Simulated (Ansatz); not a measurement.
# In2N2H8: small, medium and large basis sets

The task here is to estimate one member of a computed series from the others.

Computed with Ansatz 0.2.0, Gaussian basis. Level: one geometry, several basis sets.

The runs, in order: PBE0-D4/def2-SVP; ωB97M-V/def2-SVP; PBE0-D4/def2-QZVPP; ωB97M-V/def2-QZVPP; the functionals' def2-TZVPP values are taken from earlier runs.

**Structure used throughout**

The geometry comes from an earlier relaxation with PBE0-D4 in a triple-zeta def2 set; it is a stationary point, not always the lowest conformer. In takes the def2 core potential; no spin-orbit term is included.

SMILES `[NH2+]1[InH2-][NH2+][InH2-]1`, 12 atoms, charge 0, spin multiplicity 1.

Atoms are counted from 1 here; the program's logs count them from 0.

Bond lengths: N1–In2 2.218 Å, N1–In4 2.218 Å, N1–H5 1.013 Å, N1–H6 1.013 Å, In2–N3 2.218 Å, In2–H7 1.721 Å, In2–H8 1.721 Å, N3–In4 2.218 Å, N3–H9 1.013 Å, N3–H10 1.013 Å, In4–H11 1.721 Å, In4–H12 1.721 Å. Angles: In2–N1–In4 96.7°, In2–N1–H5 113.5°, In2–N1–H6 113.5°, In4–N1–H5 113.5°, In4–N1–H6 113.5°, H5–N1–H6 106.3°, N1–In2–N3 83.3°, N1–In2–H7 108.3°, N1–In2–H8 108.3°, N3–In2–H7 108.3°, N3–In2–H8 108.3°, H7–In2–H8 130.2°, In2–N3–In4 96.7°, In2–N3–H9 113.5°, In2–N3–H10 113.5°, In4–N3–H9 113.5°, In4–N3–H10 113.5°, H9–N3–H10 106.3° and more.

The first run:

Contents of in.yaml:

```yaml
crystal:
  periodic: [false, false, false]
  atoms:
    - {symbol: N, position_ang: [-0.965205, 0.394779, -1.042654]}
    - {symbol: In, position_ang: [1.252324, 0.340969, -1.030197]}
    - {symbol: N, position_ang: [0.965225, -0.394296, 1.042821]}
    - {symbol: In, position_ang: [-1.252314, -0.341016, 1.030173]}
    - {symbol: H, position_ang: [-1.379668, -0.206317, -1.745452]}
    - {symbol: H, position_ang: [-1.345936, 1.320854, -1.198955]}
    - {symbol: H, position_ang: [1.832499, 1.959005, -0.955042]}
    - {symbol: H, position_ang: [1.766560, -0.979629, -2.005923]}
    - {symbol: H, position_ang: [1.379731, 0.206726, 1.745643]}
    - {symbol: H, position_ang: [1.345913, -1.320411, 1.199053]}
    - {symbol: H, position_ang: [-1.831612, -1.959372, 0.954067]}
    - {symbol: H, position_ang: [-1.767517, 0.978728, 2.006457]}
basis:
  gaussian: {orbitals: def2-SVP}
hamiltonian: {xc: pbe0, dispersion: d4}
output: {orbitals: {seedname: orbitals}}
```

Started as:

```bash
$ ansatz run in.yaml --threads 4 --pin off --events-out ev --progress --plain --max-ram 11315MiB
```

Among the steps run: PBE0-D4 in def2-SVP; ωB97M-V in def2-SVP; PBE0-D4 in def2-QZVPP; ωB97M-V in def2-QZVPP.

One table of the session follows, with a row left open; its other results are not shown here.

It belongs to the step «Functionals by basis». 

| functional | basis | HOMO (eV) |
| --- | --- | --- |
| PBE0-D4 | def2-SVP | -7.52 |
| PBE0-D4 | def2-TZVPP | -7.56 |
| PBE0-D4 | def2-QZVPP | -7.57 |
| ωB97M-V | def2-SVP | ? |
| ωB97M-V | def2-TZVPP | -9.78 |
| ωB97M-V | def2-QZVPP | -9.79 |

**Question.** Estimate the row for ωB97M-V, def2-SVP.

As computed: HOMO (eV): -9.70. In the column «HOMO (eV)» it lies between ωB97M-V, def2-TZVPP (-9.78) and PBE0-D4, def2-QZVPP (-7.57).
